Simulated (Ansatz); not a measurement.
Crystal: CsEu.

```xyz
2
Lattice="4.4644 0.0000 0.0000 -2.2322 3.8663 0.0000 0.0000 0.0000 8.0086" Properties=species:S:1:pos:R:3 pbc="T T T"
Eu    2.2322    1.2888    0.0000
Cs    0.0000    0.0000    4.0043
```

The cell comes from a database or a generator and needn't be the stable form of this composition.

Base run:

| Quantity | Value |
| --- | --- |
| Program | Ansatz 0.2.0 |
| Functional | PBE |
| Potentials or basis | Ansatz PAW |
| Cutoff | 420 eV (not typed: the program's choice for these potentials) |
| k mesh | 7 × 7 × 4 |
| Occupations | fermi-dirac, width 0.05 eV |
| Spin | no spin polarisation |

Its results: band gap on the k mesh none (metal or under the smearing width); pressure -0.6 GPa.

Task: The run is repeated on the same cell with these changes: spin from no spin polarisation to collinear spin, random start. What comes out?

Result: Band gap on the k mesh none (metal or under the smearing width); pressure -0.2 GPa; net moment -7.72 μB per cell; site moments Eu -7.22; Cs -0.08 μB.

Caveats: without U or exact exchange the open f shell lies at the Fermi level, which spoils levels, moments and volumes; spin-orbit coupling is left out, which moves the levels of the heavy elements (some runs).
